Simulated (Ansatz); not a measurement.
Run this with Ansatz's Python interface and show what comes out.

`run_relaxed_scan.py`:
```python
from dataclasses import dataclass

import ansatz as az
import numpy as np


@dataclass(frozen=True)
class RunConfig:
    basis: str = "def2-SVP"
    functional: str = "pbe"


opts = RunConfig()


def main() -> None:
    molecule = (
        az.Crystal.molecule()
        .atom("Se", [-1.3777, -1.4843, -0.9467])
        .atom("C", [-0.0289, -0.6281, 0.1608])
        .atom("Te", [1.2045, 0.9472, -0.5006])
        .atom("H", [0.1535, -1.0152, 1.1603])
        .atom("H", [0.0985, 2.1067, 0.0848])
    )

    calc = (
        molecule.calculation()
        .basis(gaussian=opts.basis)
        .functional(opts.functional)
    )
    symbols = [site.symbol for site in molecule.cartesian_sites]
    pairs = [(0, 1), (1, 2), (1, 3), (2, 4)]
    print("held (A)   E (eV)        ", "  ".join(f"{symbols[i]}{i}-{symbols[j]}{j}" for i, j in pairs))
    for length in [1.79, 1.94, 2.1, 2.33, 2.62]:
        data = calc.relax(constraints=[az.DistanceConstraint((0, 1), at=length)], force_tolerance=0.02, max_steps=60).run(threads=1).report
        xyz = np.array(data["positions_ang"])
        print(f"{length:6.2f} {data['free_energy_ev']:14.5f}  ", "  ".join(f"{np.linalg.norm(xyz[i] - xyz[j]):.3f}" for i, j in pairs))


if __name__ == "__main__":
    main()
```

Running `python run_relaxed_scan.py` prints:
```text
held (A)   E (eV)         Se0-C1  C1-Te2  C1-H3  Te2-H4
DeckWarning: relax.constraints: the input's atoms, or those drawn, lie off the distances that are held; a relaxation that starts there is brought onto them ahead of its first SCF, by positions alone, an atom by 7.70e-2 Å at the most. With the symmetry detection on, the symmetry is detected on the input's atoms as so [...]
  1.79   -73691.09722   1.790  2.102  1.108  1.689
  1.94   -73690.78419   1.940  2.068  1.106  1.693
  2.10   -73690.15225   2.100  2.043  1.106  1.696
  2.33   -73689.10493   2.330  2.018  1.104  1.702
  2.62   -73687.88810   2.620  1.999  1.105  1.709
```
(Warnings from the package without file and line, shortened, repeats left out.)

Total energies depend on the basis set; only differences at equal settings carry meaning. The energies are electronic: no zero-point or thermal terms, and the basis set is short of its limit. def2 sets replace the cores of elements past krypton by effective core potentials. Timing: 2.6 min on 1 thread of Arm Neoverse V1, with other jobs on the host, peak memory 0.19 GiB.
